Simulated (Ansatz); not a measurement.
# CH₄FISi: vertical ionisation energy

The task here is to estimate one member of a computed series from the others.

Program: Ansatz 0.2.0, Gaussian basis. Level of theory: unrestricted cation, the program's frozen cores in correlated methods. These are calculated values, not measurements.

Plan: UKS PBE-D4/def2-TZVPP; UKS r2SCAN-D4/def2-TZVPP; UKS PBE0-D4/def2-TZVPP; UKS B3LYP-D4/def2-TZVPP; UKS wB97X-V/def2-TZVPP; UKS wB97M-V/def2-TZVPP; UKS B2PLYP (frozen core with filled d shells)/def2-TZVPP; UHF-CCSD(T) with filled d shells/def2-TZVPP; UHF-MP2 with filled d shells/def2-QZVPP; extrapolation to the limit; then −ε(HOMO) from the neutral's earlier runs with LDA (SPW92), PBE-D4, revPBE-D4, BLYP-D4, r2SCAN-D4, B97M-V, PBE0-D4, B3LYP-D4, r2SCANh-D4, r2SCAN0-D4, HSE06-D4, BHLYP-D4, CAM-B3LYP-D4, LC-ωPBE, ωB97X-V, ωB97M-V.

## The geometry

An earlier PBE0-D4 in a triple-zeta def2 set relaxation fixed the geometry. I takes the def2 core potential; no spin-orbit term is included.

SMILES `C[SiH](F)I`, 8 atoms, charge 0, spin multiplicity 1.

Atoms are counted from 1 here; the program's logs count them from 0.

Bond lengths: C1–Si2 1.847 Å, C1–H5 1.092 Å, C1–H6 1.092 Å, C1–H7 1.094 Å, Si2–F3 1.596 Å, Si2–I4 2.435 Å, Si2–H8 1.479 Å. Angles: Si2–C1–H5 110.3°, Si2–C1–H6 110.7°, Si2–C1–H7 109.9°, H5–C1–H6 108.5°, H5–C1–H7 108.7°, H6–C1–H7 108.8°, C1–Si2–F3 109.4°, C1–Si2–I4 110.6°, C1–Si2–H8 113.8°, F3–Si2–I4 107.9°, F3–Si2–H8 107.4°, I4–Si2–H8 107.6°.

Geometry (Å):

```
atom    x (Å)    y (Å)    z (Å)
  C1  -0.1684   0.9932   0.1864
 Si2   0.3345  -0.7412  -0.1990
  F3   1.2739  -1.2918   0.9681
  I4  -1.6192  -2.1888  -0.3333
  H5  -0.8026   1.3889  -0.6099
  H6  -0.7255   1.0338   1.1244
  H7   0.7181   1.6270   0.2756
  H8   1.0814  -0.8782  -1.4682
```

The first run:

File in.yaml:

```yaml
crystal:
  periodic: [false, false, false]
  atoms:
    - {symbol: C, position_ang: [-0.168433, 0.993156, 0.186438]}
    - {symbol: Si, position_ang: [0.334538, -0.741250, -0.199031]}
    - {symbol: F, position_ang: [1.273854, -1.291777, 0.968115]}
    - {symbol: I, position_ang: [-1.619225, -2.188759, -0.333322]}
    - {symbol: H, position_ang: [-0.802586, 1.388923, -0.609857]}
    - {symbol: H, position_ang: [-0.725450, 1.033834, 1.124409]}
    - {symbol: H, position_ang: [0.718144, 1.627012, 0.275619]}
    - {symbol: H, position_ang: [1.081359, -0.878239, -1.468170]}
basis:
  gaussian: {orbitals: def2-TZVPP}
total_charge: 1
magnetization: {spin_polarized: true, initial_magnetization: 1}
hamiltonian: {xc: pbe, dispersion: d4}
```

Among the steps run: Cation, UKS PBE-D4/def2-TZVPP; Cation, UKS r2SCAN-D4/def2-TZVPP; Cation, UKS PBE0-D4/def2-TZVPP; Cation, UKS B3LYP-D4/def2-TZVPP; Cation, UKS wB97X-V/def2-TZVPP; Cation, UKS wB97M-V/def2-TZVPP; Cation, UKS B2PLYP (frozen core with filled d shells)/def2-TZVPP; Cation, UHF-CCSD(T) with filled d shells/def2-TZVPP; Cation, UHF-MP2 with filled d shells/def2-QZVPP.

One table of the session follows, with a row left open; its other results are not shown here.

It belongs to the step «Ionisation energies side by side». Orbital estimates, from the neutral's runs:

| functional | −ε(HOMO) (eV) |
| --- | --- |
| LDA (SPW92) | 6.75 |
| PBE-D4 | 6.60 |
| revPBE-D4 | 6.55 |
| BLYP-D4 | 6.43 |
| r2SCAN-D4 | 6.91 |
| B97M-V | 6.92 |
| PBE0-D4 | 7.75 |
| B3LYP-D4 | 7.50 |
| r2SCANh-D4 | 7.32 |
| r2SCAN0-D4 | 7.95 |
| HSE06-D4 | 7.36 |
| BHLYP-D4 | 8.73 |
| CAM-B3LYP-D4 | 9.00 |
| LC-ωPBE | 10.35 |
| ωB97X-V | ? |
| ωB97M-V | 9.88 |

Estimate the missing values for ωB97X-V.

**Answer.** −ε(HOMO) (eV): 10.01. In the column «−ε(HOMO) (eV)» it lies between ωB97M-V (9.88) and LC-ωPBE (10.35).
